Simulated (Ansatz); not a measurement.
# CH5ClTe: the cost of one run

Program: Ansatz 0.2.0, Gaussian basis. Level of theory: RKS PBE-D4/def2-SVP. These are calculated values, not measurements.

Levels: PBE-D4, revPBE-D4, BLYP-D4, r2SCAN-D4, B97M-V, PBE0-D4, B3LYP-D4, HSE06-D4, wB97X-V, wB97M-V, B2PLYP, Hartree-Fock, MP2, CCSD, CCSD(T). The reference is CCSD(T) extrapolated to the basis limit. For elements past Ar these valence bases correlate outer-core shells poorly, so that limit is rough.

Cores are frozen in the correlated methods. Filled d shells of the heavier atoms are correlated. Core potentials replace the inner electrons past krypton, and spin-orbit coupling is left out. B3LYP uses VWN-RPA correlation. B2PLYP carries no dispersion term here.

176 further runs of the same task are left out: 176 set aside as unsound or not needed. Runs told in other sessions of the task aren't counted.

## 1. The system as given

The pair, from a GFN2-xTB docking trial: 8 atoms, charge 0, spin multiplicity 1.

Atoms are counted from 1 here; the program's logs count them from 0.

Bond lengths: C1–Cl2 1.776 Å, C1–H3 1.085 Å, C1–H4 1.085 Å, C1–H5 1.086 Å, Te6–H7 1.639 Å, Te6–H8 1.640 Å. Angles: Cl2–C1–H3 108.4°, Cl2–C1–H4 108.2°, Cl2–C1–H5 108.2°, H3–C1–H4 110.7°, H3–C1–H5 110.6°, H4–C1–H5 110.6°, H7–Te6–H8 88.0°.

Geometry (Å):

```xyz
8
charge 0, multiplicity 1
C    -0.1008    0.0846   -1.6592
Cl    1.3823    0.1331   -0.6841
H     0.1788    0.0038   -2.7048
H    -0.6549    1.0007   -1.4803
H    -0.6819   -0.7791   -1.3506
Te   -0.7575    0.0220    2.3503
H     0.2688   -1.2529    2.2604
H     0.3651    0.7878    3.2683
```

Atoms 1 to 5 are fragment A (CH₃Cl), the rest fragment B (TeH₂).

## 2. A first relaxation in a small basis

Contents of pre/in.yaml:

```yaml
crystal:
  periodic: [false, false, false]
  atoms:
    - {symbol: C, position_ang: [-0.100800, 0.084600, -1.659200]}
    - {symbol: Cl, position_ang: [1.382300, 0.133100, -0.684100]}
    - {symbol: H, position_ang: [0.178800, 0.003800, -2.704800]}
    - {symbol: H, position_ang: [-0.654900, 1.000700, -1.480300]}
    - {symbol: H, position_ang: [-0.681900, -0.779100, -1.350600]}
    - {symbol: Te, position_ang: [-0.757500, 0.022000, 2.350300]}
    - {symbol: H, position_ang: [0.268800, -1.252900, 2.260400]}
    - {symbol: H, position_ang: [0.365100, 0.787800, 3.268300]}
basis:
  gaussian: {orbitals: def2-SVP}
hamiltonian: {xc: pbe, dispersion: d4}
relax: {f_tol: 0.03, max_steps: 250}
```

Launch:

```bash
> ansatz run in.yaml --threads 4 --pin off --events-out ev --progress --plain --max-ram 9574MiB
```

Q: Estimate wall time and peak memory on 4 threads of Arm Neoverse N1, shared host.

About 34 s, with a peak of 0.13 GiB.
